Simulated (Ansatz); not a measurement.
I need a small convex hull of the Cs-Bi system. Use Ansatz's Python interface. Settings (first run): PBEsol, PAW, cutoff 450 eV, 5×5×5 k-points, cold smearing of 0.1 eV.

The script, `hull.py`:
```python
from collections import Counter
import warnings

import ansatz as az
import numpy as np

PHASES = {
    "CsBi2 Fd-3m": (
        [(0.0, 4.879588, 4.879588), (4.879588, 0.0, 4.879588), (4.879588, 4.879588, 0.0)],
        [
            ("Cs", (0.5, 0.5, 0.5)),
            ("Cs", (0.75, 0.75, 0.75)),
            ("Bi", (0.625, 0.125, 0.125)),
            ("Bi", (0.125, 0.125, 0.125)),
            ("Bi", (0.125, 0.125, 0.625)),
            ("Bi", (0.125, 0.625, 0.125)),
        ],
    ),
    "Cs3Bi Fm-3m": (
        [(0.0, 4.696594, 4.696594), (4.696594, 0.0, 4.696594), (4.696594, 4.696594, 0.0)],
        [
            ("Cs", (0.25, 0.25, 0.25)),
            ("Cs", (0.75, 0.75, 0.75)),
            ("Cs", (0.5, 0.5, 0.5)),
            ("Bi", (0.0, 0.0, 0.0)),
        ],
    ),
    "Cs": (
        [(-3.0335, 3.0335, 3.0335), (3.0335, -3.0335, 3.0335), (3.0335, 3.0335, -3.0335)],
        [
            ("Cs", (0.0, 0.0, 0.0)),
        ],
    ),
    "Bi": (
        [(2.2675, 1.309142, 3.938), (-2.2675, 1.309142, 3.938), (0.0, -2.618283, 3.938)],
        [
            ("Bi", (0.234, 0.234, 0.234)),
            ("Bi", (0.766, 0.766, 0.766)),
        ],
    ),
}


def build(vectors, sites):
    crystal = az.Crystal(lattice=az.Lattice.of(vectors))
    for symbol, position in sites:
        crystal = crystal.atom(symbol, position)
    return crystal


def solve(name, crystal):
    calc = (
        crystal.calculation()
        .functional("pbesol")
        .basis(450)
        .kpoints(spacing=0.27)
        .occupations("cold", width=0.1)
    )
    calc = calc.relax(force_tolerance=0.01, cell=True)
    return calc.run(threads=1, backend="cpu")


def counts(outcome):
    return Counter(site.symbol for site in outcome.lattice.sites)

def formation_energy(outcome, mu):
    n = counts(outcome)
    return (outcome.report["energy_sigma0_ev"] - sum(k * mu[element] for element, k in n.items())) / sum(n.values())

warnings.simplefilter("ignore", az.DeckWarning)

phases = {name: build(*cell) for name, cell in PHASES.items()}

done = {name: solve(name, crystal) for name, crystal in phases.items()}

references = {"Cs": "Cs", "Bi": "Bi"}
mu = {element: done[name].report["energy_sigma0_ev"] / len(done[name].lattice.sites) for element, name in references.items()}
points = sorted((counts(o)["Bi"] / len(o.lattice.sites), formation_energy(o, mu), name) for name, o in done.items())

hull = []
for x, e, _ in points:
    while len(hull) > 1 and (hull[-1][0] - hull[-2][0]) * (e - hull[-2][1]) - (hull[-1][1] - hull[-2][1]) * (x - hull[-2][0]) <= 0:
        hull.pop()
    hull.append((x, e))
rows = [(name, x, e, e - np.interp(x, *zip(*hull))) for x, e, name in points]
print("     phase       x(Bi)  E_form (eV/atom)  above hull (eV/atom)")
for row in rows:
    print(f"{str(row[0]):>10}  {row[1]:10.3f}  {row[2]:16.4f}  {row[3]:20.4f}")
print("on the hull of these phases:", ", ".join(row[0] for row in rows if row[3] < 1e-6))
```

Output of `python hull.py`:
```text
RunWarning: on these k-points the computed levels leave a gap of 0.2396 eV at the electron count, 2.4 widths of the cold smearing (0.1000 eV); against the step filling of these same bands (every level under the gap full, every level over it empty) smearing changes F+E_penalty+E_count by +0.410 meV and its σ→0 estimate [...]
     phase       x(Bi)  E_form (eV/atom)  above hull (eV/atom)
        Cs       0.000            0.0000                0.0000
Cs3Bi Fm-3m       0.250           -0.3805                0.0000
CsBi2 Fd-3m       0.667           -0.2984                0.0000
        Bi       1.000            0.0000                0.0000
on the hull of these phases: Cs, Cs3Bi Fm-3m, CsBi2 Fd-3m, Bi
```
(Warnings from the package without file and line, shortened, repeats left out.)

Notes:
- For the metals among these phases the mesh is modest: differences between phases can be off by up to 40 meV an atom.
- Spin-orbit coupling, which matters for elements this heavy, is left out.
- The cells come from databases of deposited and of computed structures, and not all need be stable phases.
- Differences under about 40 meV an atom lie within the error of mesh and functional, so such verdicts may flip; only the cells listed enter the hull.
- The script silences the warnings on its input, which a real study should read.
- Wall time of the script: 81 s on 1 thread of Arm Neoverse V2, with other jobs on the host, peak memory 0.58 GiB.

(Lines on the test bed's own set-up are left out of the output.)
